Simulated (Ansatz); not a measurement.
**Mo2: small, medium and large basis sets**

An exercise on one series of results from a longer session: the logs are not shown, and one member is left open.

Program: Ansatz 0.2.0, Gaussian basis. Level of theory: one geometry, several basis sets. These are calculated values, not measurements.

Plan: PBE0-D4/def2-SVP; ωB97M-V/def2-SVP; PBE0-D4/def2-QZVPP; ωB97M-V/def2-QZVPP; the functionals' def2-TZVPP values are taken from earlier runs.

**Structure used throughout**

An earlier PBE0-D4 in a triple-zeta def2 set relaxation fixed the geometry. Mo takes the def2 core potential; no spin-orbit term is included.

SMILES `[Mo]#[Mo]`, 2 atoms, charge 0, spin multiplicity 1.

Atoms are counted from 1 here; the program's logs count them from 0.

Bond lengths: Mo1–Mo2 1.887 Å.

Set-up of the first run:

The input, in.yaml:

```yaml
crystal:
  periodic: [false, false, false]
  atoms:
    - {symbol: Mo, position_ang: [0.804651, -0.270554, 0.411918]}
    - {symbol: Mo, position_ang: [-0.804651, 0.270554, -0.411918]}
basis:
  gaussian: {orbitals: def2-SVP}
hamiltonian: {xc: pbe0, dispersion: d4}
output: {orbitals: {seedname: orbitals}}
```

Launch:

```
$ ansatz run in.yaml --threads 2 --pin off --events-out ev --progress --plain --max-ram 32768MiB --backend cpu
```

Among the steps run: PBE0-D4 in def2-SVP; ωB97M-V in def2-SVP; PBE0-D4 in def2-QZVPP; ωB97M-V in def2-QZVPP.

One table of the session follows, with a row left open; its other results are not shown here.

It belongs to the step «Functionals by basis». 

| functional | basis | HOMO (eV) | LUMO (eV) |
| --- | --- | --- | --- |
| PBE0-D4 | def2-SVP | -5.00 | -1.99 |
| PBE0-D4 | def2-TZVPP | ? | ? |
| PBE0-D4 | def2-QZVPP | -5.00 | -2.03 |
| ωB97M-V | def2-SVP | -6.40 | -0.66 |
| ωB97M-V | def2-TZVPP | -6.36 | -0.73 |
| ωB97M-V | def2-QZVPP | -6.40 | -0.79 |

Q: Estimate the row for PBE0-D4, def2-TZVPP from the others.

**Answer.** HOMO (eV): -4.96; LUMO (eV): -2.00. In the column «HOMO (eV)» it is the highest.
